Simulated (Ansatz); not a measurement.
# SiH₄ + HF: a complex and its separated parts, part 2 of 2

Ansatz 0.2.0, Gaussian basis. The steps go on from the part before.

## (14) wB97X-V/def2-TZVPP

The inputs:

parta/in.yaml

```yaml
crystal:
  periodic: [false, false, false]
  atoms:
    - {symbol: Si, position_ang: [-0.595296, 0.464354, -0.487242]}
    - {symbol: H, position_ang: [0.402090, -0.624599, -0.641594]}
    - {symbol: H, position_ang: [-1.252319, 0.722698, -1.793358]}
    - {symbol: H, position_ang: [-1.618366, 0.060619, 0.510079]}
    - {symbol: H, position_ang: [0.087445, 1.698696, -0.024003]}
basis:
  gaussian: {orbitals: def2-TZVPP}
hamiltonian: {xc: {name: wB97X-V}}
```

partb/in.yaml

```yaml
crystal:
  periodic: [false, false, false]
  atoms:
    - {symbol: H, position_ang: [1.310992, -1.112704, 0.796217]}
    - {symbol: F, position_ang: [1.665354, -1.208964, 1.639800]}
basis:
  gaussian: {orbitals: def2-TZVPP}
hamiltonian: {xc: {name: wB97X-V}}
```

One command serves all of them, each in its own folder.

Started as:

```bash
$ ansatz run in.yaml --threads 2 --pin off --events-out ev --progress --plain --max-ram 4352MiB
```

parta printed (excerpt; [...] marks lines left out):

```text
Functional definition: wB97X-V
  name "wB97X-V"
  cite "Mardirossian & Head-Gordon, Phys. Chem. Chem. Phys. 16, 9904 (2014) doi:10.1039/C3CP54374A"
  cite "Becke, J. Chem. Phys. 107, 8554 (1997) doi:10.1063/1.475007"
  cite "Vydrov & Van Voorhis, J. Chem. Phys. 133, 244103 (2010) doi:10.1063/1.3521275"
[...]
      + integral(e_c_pw_opposite_spin*poly(b97_u_opposite, cos0, cos1)) + vv10(b, c)
527 factors; their error is unknown
136 factors; integrals over basis functions are off by at most 1.1e-5 eV
[...]
mean field -7941.38119870 eV, -291.8403761908 hartree, gradient 2.9e-5 eV, S^2 0.000000; 0 other end points of the search recorded, 0 dependent functions left out
reference -7941.38119696 eV, -291.8403761269 hartree; 9, 9 occupied and 89, 89 virtual orbitals, 527 factors
Total energy: -7941.38119696 eV, -291.8403761269 hartree
```

Output in partb (excerpt; [...] marks lines left out):

```text
[... 5 set-up lines as earlier in the session ...]
[...]
      + integral(e_c_pw_opposite_spin*poly(b97_u_opposite, cos0, cos1)) + vv10(b, c)
215 factors; their error is unknown
48 factors; integrals over basis functions are off by at most 2.2e-5 eV
[...]
mean field -2733.49560676 eV, -100.4541107185 hartree, gradient 1.0e-5 eV, S^2 0.000000; 0 other end points of the search recorded, 0 dependent functions left out
reference -2733.49560617 eV, -100.4541106967 hartree; 5, 5 occupied and 40, 40 virtual orbitals, 215 factors
Total energy: -2733.49560617 eV, -100.4541106967 hartree
```

They took 1.9 s (parta), 0.4 s (partb) on 2 threads of Arm Neoverse V1, shared host.

## (15) wB97M-V/def2-TZVPP

The same edit goes into each in.yaml of step 14 (parta, partb):

```diff
-hamiltonian: {xc: {name: wB97X-V}}
+hamiltonian: {xc: {name: wB97M-V}}
```

Each run has its own folder and the same command.

Started as:

```bash
$ ansatz run in.yaml --threads 2 --pin off --events-out ev --progress --plain --max-ram 4352MiB
```

parta printed (excerpt; [...] marks lines left out):

```text
Functional definition: wB97M-V
  name "wB97M-V"
  cite "Mardirossian & Head-Gordon, J. Chem. Phys. 144, 214110 (2016) doi:10.1063/1.4952647"
[... 2 set-up lines as earlier in the session ...]
  # Of w^i u^j: cxij and so on, Table III.
[...]
  gx(w, u) = 1 - cx + cx01*u + cx10*w
[...]
      + integral(e_c_pw_mod_opposite_spin*gos(b97_w_opposite, b97_u_opposite)) + vv10(b, c)
527 factors; their error is unknown
136 factors; integrals over basis functions are off by at most 1.1e-5 eV
[...]
mean field -7941.54393926 eV, -291.8463567961 hartree, gradient 4.9e-5 eV, S^2 0.000000; 0 other end points of the search recorded, 0 dependent functions left out
reference -7941.54398165 eV, -291.8463583539 hartree; 9, 9 occupied and 89, 89 virtual orbitals, 527 factors
Total energy: -7941.54398165 eV, -291.8463583539 hartree
```

partb printed (excerpt; [...] marks lines left out):

```text
[... 5 set-up lines as earlier in the session ...]
  # Of w^i u^j: cxij and so on, Table III.
[...]
  gx(w, u) = 1 - cx + cx01*u + cx10*w
[...]
      + integral(e_c_pw_mod_opposite_spin*gos(b97_w_opposite, b97_u_opposite)) + vv10(b, c)
215 factors; their error is unknown
48 factors; integrals over basis functions are off by at most 2.2e-5 eV
[...]
mean field -2733.67553256 eV, -100.4607228698 hartree, gradient 1.2e-5 eV, S^2 0.000000; 0 other end points of the search recorded, 0 dependent functions left out
reference -2733.67554723 eV, -100.4607234087 hartree; 5, 5 occupied and 40, 40 virtual orbitals, 215 factors
Total energy: -2733.67554723 eV, -100.4607234087 hartree
```

Times: 1.8 s (parta), 0.45 s (partb) on 2 threads of Arm Neoverse V1, shared host.

## (16) B2PLYP/def2-TZVPP

Each input of step 15 (parta, partb) changes in the same lines:

```diff
-hamiltonian: {xc: {name: wB97M-V}}
+hamiltonian: {xc: {name: B2PLYP}}
```

One command serves all of them, each in its own folder.

Started as:

```bash
$ ansatz run in.yaml --threads 2 --pin off --events-out ev --progress --plain --max-ram 4352MiB
```

Log of parta (excerpt; [...] marks lines left out):

```text
Functional definition: B2PLYP
  name "B2PLYP"
  cite "Grimme, J. Chem. Phys. 124, 034108 (2006) doi:10.1063/1.2148954"
[... 2 set-up lines as earlier in the session ...]
[...]
537 factors; integrals over basis functions are off by at most 1.1e-3 eV
[...]
mean field -7937.89720034 eV, -291.7123416127 hartree, gradient 2.6e-6 eV, S^2 0.000000; 0 other end points of the search recorded, 0 dependent functions left out
5 core orbitals not correlated: weight in the atoms' cores, before any rotation towards them, 1.000 or more for the frozen orbitals, at most 0.000 for the correlated occupied ones
reference -7937.89733349 eV, -291.7123465059 hartree; 4, 4 occupied and 89, 89 virtual orbitals, 537 factors
second order -4.78242817 eV of doubles, -0.00000000 eV of singles
Total energy: -7939.18858910 eV, -291.7597992742 hartree
```

Output in partb (excerpt; [...] marks lines left out):

```text
[... 5 set-up lines as earlier in the session ...]
[...]
287 factors; integrals over basis functions are off by at most 1.0e-3 eV
[...]
mean field -2730.72524126 eV, -100.3523016643 hartree, gradient 1.4e-6 eV, S^2 0.000000; 0 other end points of the search recorded, 0 dependent functions left out
1 core orbitals not correlated: weight in the atoms' cores, before any rotation towards them, 1.000 or more for the frozen orbitals, at most 0.000 for the correlated occupied ones
reference -2730.72529796 eV, -100.3523037481 hartree; 4, 4 occupied and 40, 40 virtual orbitals, 287 factors
second order -8.59402390 eV of doubles, -0.00000000 eV of singles
Total energy: -2733.04568442 eV, -100.4375763775 hartree
```

Times: 0.8 s (parta), 0.25 s (partb) on 2 threads of Arm Neoverse V1, shared host.

## (17) PBE-QIDH/def2-TZVPP

Each input of step 16 (parta, partb) changes in the same lines:

```diff
-hamiltonian: {xc: {name: B2PLYP}}
+hamiltonian: {xc: {name: PBE-QIDH}}
```

The same command starts each run, in its folder.

Started as:

```bash
$ ansatz run in.yaml --threads 2 --pin off --events-out ev --progress --plain --max-ram 4352MiB
```

parta printed (excerpt; [...] marks lines left out):

```text
Functional definition: PBE-QIDH
  name "PBE-QIDH"
  cite "Brémond, Sancho-García, Pérez-Jiménez & Adamo, J. Chem. Phys. 141, 031101 (2014) doi:10.1063/1.4890314"
[... 1 set-up line as earlier in the session ...]
[...]
537 factors; integrals over basis functions are off by at most 1.1e-3 eV
[...]
mean field -7935.34608413 eV, -291.6185898209 hartree, gradient 4.6e-6 eV, S^2 0.000000; 0 other end points of the search recorded, 0 dependent functions left out
5 core orbitals not correlated: weight in the atoms' cores, before any rotation towards them, 1.000 or more for the frozen orbitals, at most 0.000 for the correlated occupied ones
reference -7935.34609470 eV, -291.6185902095 hartree; 4, 4 occupied and 89, 89 virtual orbitals, 537 factors
second order -4.44768722 eV of doubles, -0.00000000 eV of singles
Total energy: -7936.82865711 eV, -291.6730733731 hartree
```

Output in partb (excerpt; [...] marks lines left out):

```text
[... 4 set-up lines as earlier in the session ...]
[...]
287 factors; integrals over basis functions are off by at most 1.0e-3 eV
[...]
mean field -2728.92250481 eV, -100.2860523217 hartree, gradient 3.8e-6 eV, S^2 0.000000; 0 other end points of the search recorded, 0 dependent functions left out
1 core orbitals not correlated: weight in the atoms' cores, before any rotation towards them, 1.000 or more for the frozen orbitals, at most 0.000 for the correlated occupied ones
reference -2728.92250817 eV, -100.2860524450 hartree; 4, 4 occupied and 40, 40 virtual orbitals, 287 factors
second order -8.07152697 eV of doubles, -0.00000000 eV of singles
Total energy: -2731.61301715 eV, -100.3849268266 hartree
```

They took 0.8 s (parta), 0.25 s (partb) on 2 threads of Arm Neoverse V1, shared host.

## (18) RPA on PBE/def2-TZVPP

The same edit goes into each in.yaml of step 17 (parta, partb):

```diff
-hamiltonian: {xc: {name: PBE-QIDH}}
+hamiltonian: {xc: pbe}
+correlation: {method: rpa}
```

One command serves all of them, each in its own folder.

Started as:

```bash
$ ansatz run in.yaml --threads 2 --pin off --events-out ev --progress --plain --max-ram 4352MiB
```

Output in parta (excerpt; [...] marks lines left out):

```text
[... 4 set-up lines as earlier in the session ...]
[...]
537 factors; integrals over basis functions are off by at most 1.1e-3 eV
[...]
mean field -7938.15287634 eV, -291.7217375322 hartree, gradient 7.5e-6 eV, S^2 0.000000; 0 other end points of the search recorded, 0 dependent functions left out
5 core orbitals not correlated: weight in the atoms' cores, before any rotation towards them, 1.000 or more for the frozen orbitals, at most 0.000 for the correlated occupied ones
reference -7925.04972195 eV, -291.2402054899 hartree; 4, 4 occupied and 89, 89 virtual orbitals, 537 factors
Total energy: -7933.57984928 eV, -291.5536818874 hartree
```

Output in partb (excerpt; [...] marks lines left out):

```text
[... 4 set-up lines as earlier in the session ...]
[...]
287 factors; integrals over basis functions are off by at most 1.0e-3 eV
[...]
mean field -2731.84357280 eV, -100.3933995904 hartree, gradient 9.2e-7 eV, S^2 0.000000; 0 other end points of the search recorded, 0 dependent functions left out
1 core orbitals not correlated: weight in the atoms' cores, before any rotation towards them, 1.000 or more for the frozen orbitals, at most 0.000 for the correlated occupied ones
reference -2722.68125099 eV, -100.0566904741 hartree; 4, 4 occupied and 40, 40 virtual orbitals, 287 factors
Total energy: -2733.63265704 eV, -100.4591472235 hartree
```

They took 0.75 s (parta), 0.25 s (partb) on 2 threads of Arm Neoverse V1, shared host.

## (19) CCSD(T)/def2-TZVPP

The same edit goes into each in.yaml of step 18 (parta, partb):

```diff
-hamiltonian: {xc: pbe}
-correlation: {method: rpa}
+correlation: {method: ccsd_t}
```

One command serves all of them, each in its own folder.

Started as:

```bash
$ ansatz run in.yaml --threads 2 --pin off --events-out ev --progress --plain --max-ram 4352MiB
```

parta printed (excerpt; [...] marks lines left out):

```text
Functional definition: HF
  name "HF"
  cite "Fock, Z. Phys. 61, 126 (1930) doi:10.1007/BF01340294"
[... 1 set-up line as earlier in the session ...]
[...]
537 factors; integrals over basis functions are off by at most 1.1e-3 eV
[...]
mean field -7925.54415303 eV, -291.2583754973 hartree, gradient 1.8e-6 eV, S^2 0.000000; 0 other end points of the search recorded, 0 dependent functions left out
5 core orbitals not correlated: weight in the atoms' cores, before any rotation towards them, 1.000 or more for the frozen orbitals, at most 0.000 for the correlated occupied ones
reference -7925.54415303 eV, -291.2583754973 hartree; 4, 4 occupied and 89, 89 virtual orbitals, 537 factors
second order -3.90715183 eV of doubles, -0.00000000 eV of singles
cycle   1  -4.49744001 eV  change   -5.9e-1 eV  update   5.5e-2
[...]
cycle   8  -4.71918596 eV  change   -6.3e-7 eV  update   3.7e-6
perturbative correction -0.10445121 eV, -0.0038385110 hartree
Total energy: -7930.36779020 eV, -291.4356408934 hartree
```

partb printed (excerpt; [...] marks lines left out):

```text
[... 4 set-up lines as earlier in the session ...]
[...]
287 factors; integrals over basis functions are off by at most 1.0e-3 eV
[...]
mean field -2722.91271299 eV, -100.0651965457 hartree, gradient 4.5e-6 eV, S^2 0.000000; 0 other end points of the search recorded, 0 dependent functions left out
1 core orbitals not correlated: weight in the atoms' cores, before any rotation towards them, 1.000 or more for the frozen orbitals, at most 0.000 for the correlated occupied ones
reference -2722.91271299 eV, -100.0651965457 hartree; 4, 4 occupied and 40, 40 virtual orbitals, 287 factors
second order -7.36485228 eV of doubles, -0.00000000 eV of singles
cycle   1  -7.29621310 eV  change    6.9e-2 eV  update   3.9e-2
[...]
cycle   8  -7.43089328 eV  change    4.9e-7 eV  update   3.3e-6
perturbative correction -0.17033752 eV, -0.0062597886 hartree
Total energy: -2730.51394379 eV, -100.3445366256 hartree
```

Times: 0.8 s (parta), 0.25 s (partb) on 2 threads of Arm Neoverse V1, shared host.

## (20) CCSD(T)/def2-QZVPP

Each input of step 19 (parta, partb) changes in the same lines:

```diff
-  gaussian: {orbitals: def2-TZVPP}
+  gaussian: {orbitals: "def2-QZVPP.json"}
```

The basis file named in the input lies beside it (Basis Set Exchange, JSON).

One command serves all of them, each in its own folder.

Started as:

```bash
$ ansatz run in.yaml --threads 2 --pin off --events-out ev --progress --plain --max-ram 4352MiB
```

Output in parta (excerpt; [...] marks lines left out):

```text
[... 4 set-up lines as earlier in the session ...]
[...]
1096 factors; integrals over basis functions are off by at most 8.9e-4 eV
[...]
mean field -7925.80107985 eV, -291.2678173837 hartree, gradient 2.1e-6 eV, S^2 0.000000; 0 other end points of the search recorded, 0 dependent functions left out
5 core orbitals not correlated: weight in the atoms' cores, before any rotation towards them, 1.000 or more for the frozen orbitals, at most 0.000 for the correlated occupied ones
reference -7925.80107985 eV, -291.2678173837 hartree; 4, 4 occupied and 181, 181 virtual orbitals, 1096 factors
second order -4.16785658 eV of doubles, -0.00000000 eV of singles
cycle   1  -4.69515323 eV  change   -5.3e-1 eV  update   5.4e-2
[...]
cycle   8  -4.91757292 eV  change   -8.3e-6 eV  update   4.9e-6
perturbative correction -0.11696081 eV, -0.0042982305 hartree
Total energy: -7930.83561359 eV, -291.4528330858 hartree
```

Log of partb (excerpt; [...] marks lines left out):

```text
[... 4 set-up lines as earlier in the session ...]
[...]
544 factors; integrals over basis functions are off by at most 1.4e-3 eV
[...]
mean field -2723.04442565 eV, -100.0700368967 hartree, gradient 2.5e-7 eV, S^2 0.000000; 0 other end points of the search recorded, 0 dependent functions left out
1 core orbitals not correlated: weight in the atoms' cores, before any rotation towards them, 1.000 or more for the frozen orbitals, at most 0.000 for the correlated occupied ones
reference -2723.04442565 eV, -100.0700368967 hartree; 4, 4 occupied and 82, 82 virtual orbitals, 544 factors
second order -8.07858972 eV of doubles, -0.00000000 eV of singles
cycle   1  -7.93255161 eV  change    1.5e-1 eV  update   4.2e-2
[...]
cycle   8  -8.07791430 eV  change   -5.2e-7 eV  update   1.8e-6
perturbative correction -0.21532642 eV, -0.0079130999 hartree
Total energy: -2731.33766637 eV, -100.3748078718 hartree
```

Wall times: 7.5 s (parta), 0.7 s (partb) on 2 threads of Arm Neoverse V1, shared host; peak memory 1.3 GiB.

## (21) Vibrations of SiH₄

Input file vib-parta/in.yaml:

```yaml
crystal:
  periodic: [false, false, false]
  atoms:
    - {symbol: Si, position_ang: [-0.595296, 0.464354, -0.487242]}
    - {symbol: H, position_ang: [0.402090, -0.624599, -0.641594]}
    - {symbol: H, position_ang: [-1.252319, 0.722698, -1.793358]}
    - {symbol: H, position_ang: [-1.618366, 0.060619, 0.510079]}
    - {symbol: H, position_ang: [0.087445, 1.698696, -0.024003]}
basis:
  gaussian: {orbitals: def2-TZVP}
hamiltonian: {xc: pbe0, dispersion: d4}
phonons: {temperatures: {t_min: 298.15, t_max: 900, t_step: 200}}
```

Started as:

```bash
$ ansatz run in.yaml --threads 2 --pin off --events-out ev --progress --plain --max-ram 4352MiB
```

Output (excerpt; [...] marks lines left out):

```text
[... 5 set-up lines as earlier in the session ...]
[...]
444 factors; their error is unknown
[...]
mean field -7939.08540058 eV, -291.7560071660 hartree, gradient 2.9e-5 eV, S^2 0.000000; 0 other end points of the search recorded, 0 dependent functions left out
[...]
Atom 2 at    -1.252319     0.722698    -1.793358 Å, force    -0.000083    -0.000090    -0.000538 eV/Å
Atom 3 at    -1.618366     0.060619     0.510079 Å, force    -0.000526    -0.000101     0.000535 eV/Å
Atom 4 at     0.087445     1.698696    -0.024003 Å, force     0.000256     0.000650     0.000290 eV/Å
Dipole moment:    -0.000008     0.000002    -0.000018 e Å
Vibrations: 906.72 906.74 906.74 968.53 968.57 2235.53 2245.12 2245.19 2245.24 cm⁻¹, zero-point energy 0.844852 eV
```

It took 5.5 s on 2 threads of Arm Neoverse V1, shared host.

Wavenumbers and character of the modes:

```csv
mode,wavenumber (cm⁻¹),character
1,907,bend
2,907,bend
3,907,bend
4,969,bend
5,969,bend
6,2236,Si–H stretch
7,2245,Si–H stretch
8,2245,Si–H stretch
9,2245,Si–H stretch
```

Vibrational sums (real modes only):

```csv
T (K),entropy (J/mol/K),heat capacity (J/mol/K)
298,2.6,9.7
498,11.5,25.7
698,22.2,38.0
898,32.9,47.1
```

## (22) Vibrations of HF

Input file vib-partb/in.yaml:

```yaml
crystal:
  periodic: [false, false, false]
  atoms:
    - {symbol: H, position_ang: [1.310992, -1.112704, 0.796217]}
    - {symbol: F, position_ang: [1.665354, -1.208964, 1.639800]}
basis:
  gaussian: {orbitals: def2-TZVP}
hamiltonian: {xc: pbe0, dispersion: d4}
phonons: {temperatures: {t_min: 298.15, t_max: 900, t_step: 200}}
```

Started as:

```bash
$ ansatz run in.yaml --threads 2 --pin off --events-out ev --progress --plain --max-ram 4352MiB
```

Output (excerpt; [...] marks lines left out):

```text
[... 5 set-up lines as earlier in the session ...]
[...]
200 factors; their error is unknown
[...]
mean field -2731.80169997 eV, -100.3918607920 hartree, gradient 6.9e-6 eV, S^2 0.000000; 0 other end points of the search recorded, 0 dependent functions left out
[...]
reference -2731.80151606 eV, -100.3918540337 hartree; 5, 5 occupied and 32, 32 virtual orbitals, 200 factors
Total energy: -2731.80322169 eV, -100.3919167144 hartree
Atom 0 at     1.310992    -1.112704     0.796217 Å, force    -0.000346     0.000094    -0.000824 eV/Å
Atom 1 at     1.665354    -1.208964     1.639800 Å, force     0.000346    -0.000094     0.000824 eV/Å
Dipole moment:    -0.154380     0.041936    -0.367511 e Å
Vibrations: 4153.10 cm⁻¹, zero-point energy 0.257459 eV
```

Run time: 1.2 s. Hardware: 2 threads of Arm Neoverse V1, shared host.

The modes, with what each moves most:

```csv
mode,wavenumber (cm⁻¹),character
1,4153,F–H stretch
```

Vibrational sums (real modes only):

| T (K) | entropy (J/mol/K) | heat capacity (J/mol/K) |
| --- | --- | --- |
| 298 | 0.0 | 0.0 |
| 498 | 0.0 | 0.0 |
| 698 | 0.0 | 0.1 |
| 898 | 0.1 | 0.5 |

## (23) Complex less separated parts

The complex's own energies come from single points at the same levels.

Rows are in def2-TZVPP; times add the 3 runs of a level on a shared host, so small differences are noise.

Differences are taken before rounding.

| method | rung | complex less parts (kJ/mol) | from CCSD(T) (kJ/mol) | time |
| --- | --- | --- | --- | --- |
| SPW92 | LDA | -17.0 | -11.9 | 1 s |
| PBE-D4 | GGA | -10.5 | -5.4 | 1.5 s |
| BLYP-D4 | GGA | -8.7 | -3.6 | 1.6 s |
| r2SCAN-D4 | meta-GGA | -7.9 | -2.8 | 3.4 s |
| B97M-V | meta-GGA | -7.6 | -2.5 | 6.6 s |
| PBE0-D4 | hybrid | -8.0 | -2.9 | 1.7 s |
| B3LYP-D4 | hybrid | -7.8 | -2.7 | 1.9 s |
| r2SCAN0-D4 | hybrid | -6.9 | -1.8 | 3.6 s |
| BHLYP-D4 | hybrid | -6.8 | -1.6 | 1.9 s |
| CAM-B3LYP-D4 | range-separated hybrid | -8.4 | -3.3 | 2.1 s |
| wB97X-V | range-separated hybrid | -6.9 | -1.8 | 5.8 s |
| wB97M-V | range-separated hybrid | -7.1 | -2.0 | 6.5 s |
| B2PLYP | double hybrid | -5.5 | -0.4 | 2.9 s |
| PBE-QIDH | double hybrid | -5.3 | -0.2 | 3 s |
| RPA on PBE | RPA | -2.6 | +2.5 | 2.9 s |
| Hartree-Fock | wavefunction | 1.8 | +6.9 |  |
| MP2 | wavefunction | -5.2 | -0.1 |  |
| CCSD | wavefunction | -4.0 | +1.1 |  |
| CCSD(T) | wavefunction | -5.1 | 0 | 10 s |

Among the levels timed on like hardware and quicker than the yardstick, those that no quicker one beats, quickest first: SPW92 (1 s, -11.9 kJ/mol); PBE-D4 (1.5 s, -5.4 kJ/mol); BLYP-D4 (1.6 s, -3.6 kJ/mol); PBE0-D4 (1.7 s, -2.9 kJ/mol); BHLYP-D4 (1.9 s, -1.6 kJ/mol); B2PLYP (2.9 s, -0.4 kJ/mol); PBE-QIDH (3 s, -0.2 kJ/mol).

PBE-QIDH reaches 0.2 kJ/mol from the reference in 3 s, where CCSD(T) took 10 s; the quickest level in the cost chart, SPW92, takes 1 s and misses by 11.9 kJ/mol.

The complex's zero-point energy, from a separate PBE0-D4 run, is 1.151 eV.

## (24) What came out

What follows sums up all 2 parts.

```
                              quantity        value
complex less parts, CCSD(T)/def2-TZVPP  -5.1 kJ/mol
                with zero-point energy  -0.4 kJ/mol
                 largest T1 diagnostic        0.011
```

At CCSD(T) the complex lies 5.1 kJ/mol below its parts. The functionals run from PBE-QIDH, off by -0.2 kJ/mol, to SPW92, off by -11.9 kJ/mol, against CCSD(T). By rung, the mean size of the error is: LDA 11.9, GGA 4.5, meta-GGA 2.6, hybrid 2.3, range-separated hybrid 2.3, double hybrid 0.3 kJ/mol. PBE-D4 gives a relative energy 5.4 kJ/mol too low, an error of 105 % of the reference. No counterpoise was applied, and triple zeta lacks some correlation, so the CCSD(T) reference has a basis error of its own, and close matches with it are partly luck.
